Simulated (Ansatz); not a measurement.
**CHClFNSi: small, medium and large basis sets**

How large a basis does CHClFNSi need? Two functionals are run in growing sets.

Program: Ansatz 0.2.0, Gaussian basis. Level of theory: one geometry, several basis sets. These are calculated values, not measurements.

The runs, in order: PBE0-D4/def2-SVP; ωB97M-V/def2-SVP; PBE0-D4/def2-QZVPP; ωB97M-V/def2-QZVPP; the functionals' def2-TZVPP values are taken from earlier runs.

## (1) The relaxed structure

The geometry comes from an earlier relaxation with PBE0-D4 in a triple-zeta def2 set; it is a stationary point.

SMILES `FC1=N[SiH]1Cl`, 6 atoms, charge 0, spin multiplicity 1.

Atoms are counted from 1 here; the program's logs count them from 0.

Bond lengths: F1–C2 1.310 Å, C2–N3 1.270 Å, C2–Si4 1.756 Å, N3–Si4 1.775 Å, Si4–Cl5 2.023 Å, Si4–H6 1.469 Å. Angles: F1–C2–N3 128.1°, F1–C2–Si4 162.2°, N3–C2–Si4 69.7°, C2–N3–Si4 68.1°, C2–Si4–N3 42.2°, C2–Si4–Cl5 123.2°, C2–Si4–H6 125.2°, N3–Si4–Cl5 119.8°, N3–Si4–H6 120.9°, Cl5–Si4–H6 109.4°.

## (2) PBE0-D4 in def2-SVP

Contents of in.yaml:

```yaml
crystal:
  periodic: [false, false, false]
  atoms:
    - {symbol: F, position_ang: [0.158303, -2.281341, -0.638720]}
    - {symbol: C, position_ang: [0.216569, -1.043678, -0.212130]}
    - {symbol: N, position_ang: [1.240339, -0.391707, 0.161046]}
    - {symbol: Si, position_ang: [-0.233891, 0.593228, 0.234784]}
    - {symbol: Cl, position_ang: [-0.525653, 2.070235, -1.116453]}
    - {symbol: H, position_ang: [-0.813568, 0.989362, 1.525374]}
basis:
  gaussian: {orbitals: def2-SVP}
hamiltonian: {xc: pbe0, dispersion: d4}
output: {orbitals: {seedname: orbitals}}
```

Run with:

```
> ansatz run in.yaml --threads 2 --pin off --events-out ev --progress --plain --max-ram 4352MiB
```

Standard output:

```text
Functional definition: PBE0
  name "PBE0"
  cite "Adamo & Barone, J. Chem. Phys. 110, 6158 (1999) doi:10.1063/1.478522"
  cite "Perdew, Burke & Ernzerhof, Phys. Rev. Lett. 77, 3865 (1996) doi:10.1103/PhysRevLett.77.3865"
  parent pbe
  parameter a = 0.25
  parameter kappa = 0.804
  parameter beta = 0.06672455060314922
  exchange = (1 - a)*pbe_x(kappa = kappa, mu = beta*pi^2/3) + a*exact_x
  correlation = pbe_c(beta = beta)
791 factors; integrals over basis functions are off by at most 8.9e-4 eV
mean field evaluation 1: about -25631.9548 eV, gradient 4.6e1 eV
mean field evaluation 2: about -25619.2100 eV, gradient 8.2e1 eV
mean field evaluation 4: about -25636.4370 eV, gradient 5.1e0 eV
mean field evaluation 8: about -25636.5965 eV, gradient 3.9e-1 eV
mean field evaluation 16: about -25636.5969 eV, gradient 9.8e-5 eV
mean field -25636.59690385 eV, -942.1275591070 hartree, gradient 2.3e-5 eV, S^2 0.000000; 0 other end points of the search recorded, 0 dependent functions left out
reference -25636.59692231 eV, -942.1275597854 hartree; 27, 27 occupied and 56, 56 virtual orbitals, 791 factors
Total energy: -25636.72702010 eV, -942.1323407911 hartree
```

Run time: 1.4 s. Hardware: 2 threads of Arm Neoverse V1, shared host.

## (3) ωB97M-V in def2-SVP

Edit in.yaml of step 2 so:

```diff
@@ -11,3 +11,3 @@
   gaussian: {orbitals: def2-SVP}
-hamiltonian: {xc: pbe0, dispersion: d4}
+hamiltonian: {xc: {name: wB97M-V}}
 output: {orbitals: {seedname: orbitals}}
```

Same command.

Standard output (excerpt; [...] marks lines left out):

```text
Functional definition: wB97M-V
  name "wB97M-V"
  cite "Mardirossian & Head-Gordon, J. Chem. Phys. 144, 214110 (2016) doi:10.1063/1.4952647"
  cite "Becke, J. Chem. Phys. 107, 8554 (1997) doi:10.1063/1.475007"
  cite "Vydrov & Van Voorhis, J. Chem. Phys. 133, 244103 (2010) doi:10.1063/1.3521275"
  # Of w^i u^j: cxij and so on, Table III.
[...]
  gx(w, u) = 1 - cx + cx01*u + cx10*w
  gss(w, u) = css00 + css04*u^4 + css10*w + css20*w^2 + css43*w^4*u^3
  gos(w, u) = cos00 + cos10*w + (cos20 + cos21*u)*w^2 + (cos60 + cos61*u)*w^6
[...]
      + integral(e_c_pw_mod_opposite_spin*gos(b97_w_opposite, b97_u_opposite)) + vv10(b, c)
791 factors; integrals over basis functions are off by at most 8.9e-4 eV
206 factors; integrals over basis functions are off by at most 4.8e-6 eV
[...]
mean field -25647.07750598 eV, -942.5127141312 hartree, gradient 4.4e-5 eV, S^2 0.000000; 0 other end points of the search recorded, 0 dependent functions left out
reference -25647.07753472 eV, -942.5127151876 hartree; 27, 27 occupied and 56, 56 virtual orbitals, 791 factors
Total energy: -25647.07753472 eV, -942.5127151876 hartree
```

Wall time 6.5 s (2 threads of Arm Neoverse V1, shared host).

## (4) PBE0-D4 in def2-QZVPP

Edit in.yaml of step 3 so:

```diff
@@ -10,4 +10,4 @@
 basis:
-  gaussian: {orbitals: def2-SVP}
-hamiltonian: {xc: {name: wB97M-V}}
+  gaussian: {orbitals: "def2-QZVPP.json"}
+hamiltonian: {xc: pbe0, dispersion: d4}
 output: {orbitals: {seedname: orbitals}}
```

The command is unchanged.

Standard output:

```text
Functional definition: PBE0
  name "PBE0"
  cite "Adamo & Barone, J. Chem. Phys. 110, 6158 (1999) doi:10.1063/1.478522"
  cite "Perdew, Burke & Ernzerhof, Phys. Rev. Lett. 77, 3865 (1996) doi:10.1103/PhysRevLett.77.3865"
  parent pbe
  parameter a = 0.25
  parameter kappa = 0.804
  parameter beta = 0.06672455060314922
  exchange = (1 - a)*pbe_x(kappa = kappa, mu = beta*pi^2/3) + a*exact_x
  correlation = pbe_c(beta = beta)
1330 factors; their error is unknown
mean field evaluation 1: about -25644.7666 eV, gradient 5.6e1 eV
mean field evaluation 2: about -25625.6239 eV, gradient 1.0e2 eV
mean field evaluation 4: about -25650.9151 eV, gradient 6.8e0 eV
mean field evaluation 8: about -25650.9968 eV, gradient 1.6e-1 eV
mean field evaluation 16: about -25651.0203 eV, gradient 5.7e-5 eV
mean field -25651.02034344 eV, -942.6576107352 hartree, gradient 7.5e-5 eV, S^2 0.000000; 0 other end points of the search recorded, 0 dependent functions left out
reference -25651.02037523 eV, -942.6576119038 hartree; 27, 27 occupied and 314, 314 virtual orbitals, 1330 factors
Total energy: -25651.15047303 eV, -942.6623929094 hartree
```

Run time: 9.5 s. Hardware: 2 threads of Arm Neoverse V1, shared host; peak memory 0.96 GiB.

## (5) ωB97M-V in def2-QZVPP

Edit in.yaml of step 4 so:

```diff
@@ -11,3 +11,3 @@
   gaussian: {orbitals: "def2-QZVPP.json"}
-hamiltonian: {xc: pbe0, dispersion: d4}
+hamiltonian: {xc: {name: wB97M-V}}
 output: {orbitals: {seedname: orbitals}}
```

Same command.

Standard output (excerpt; [...] marks lines left out):

```text
Functional definition: wB97M-V
  name "wB97M-V"
  cite "Mardirossian & Head-Gordon, J. Chem. Phys. 144, 214110 (2016) doi:10.1063/1.4952647"
  cite "Becke, J. Chem. Phys. 107, 8554 (1997) doi:10.1063/1.475007"
  cite "Vydrov & Van Voorhis, J. Chem. Phys. 133, 244103 (2010) doi:10.1063/1.3521275"
  # Of w^i u^j: cxij and so on, Table III.
[...]
  gx(w, u) = 1 - cx + cx01*u + cx10*w
  gss(w, u) = css00 + css04*u^4 + css10*w + css20*w^2 + css43*w^4*u^3
  gos(w, u) = cos00 + cos10*w + (cos20 + cos21*u)*w^2 + (cos60 + cos61*u)*w^6
[...]
      + integral(e_c_pw_mod_opposite_spin*gos(b97_w_opposite, b97_u_opposite)) + vv10(b, c)
1294 factors; their error is unknown
237 factors; integrals over basis functions are off by at most 2.9e-5 eV
[...]
mean field -25661.53081298 eV, -943.0438633666 hartree, gradient 3.0e-5 eV, S^2 0.000000; 0 other end points of the search recorded, 0 dependent functions left out
reference -25661.53086335 eV, -943.0438652178 hartree; 27, 27 occupied and 314, 314 virtual orbitals, 1294 factors
Total energy: -25661.53086335 eV, -943.0438652178 hartree
```

It took 24 s on 2 threads of Arm Neoverse V1, shared host; peak memory 1.1 GiB.

## (6) Functionals by basis

The def2-TZVPP values come from earlier runs at the same geometry.

```
functional       basis  functions  energy (eV)  from the largest (eV)  HOMO (eV)  LUMO (eV)
   PBE0-D4    def2-SVP         83  -25636.7270                 14.423      -7.61      -0.59
   PBE0-D4  def2-TZVPP        191  -25650.2319                  0.919      -7.71      -0.95
   PBE0-D4  def2-QZVPP        341  -25651.1505                  0.000      -7.75      -1.06
   ωB97M-V    def2-SVP         83  -25647.0775                 14.453      -9.82       1.43
   ωB97M-V  def2-TZVPP        191  -25660.6691                  0.862      -9.95       0.92
   ωB97M-V  def2-QZVPP        341  -25661.5309                  0.000      -9.99       0.71
```

## (7) Outcome

```
                                       quantity           value
PBE0-D4: double and triple zeta above quadruple  14.42, 0.92 eV
ωB97M-V: double and triple zeta above quadruple  14.45, 0.86 eV
```

What this shows: For PBE0-D4 the step from double to triple zeta gains 13.50 eV and the next only 0.92 eV. Total energies overstate the basis error of differences, where much of it tends to cancel. The LUMO of ωB97M-V is positive and keeps falling with the basis (1.43 to 0.71 eV): an unbound level that the basis holds in place.

For PBE0-D4 the largest set took about 7 times as long as the smallest (9.5 s against 1.4 s).
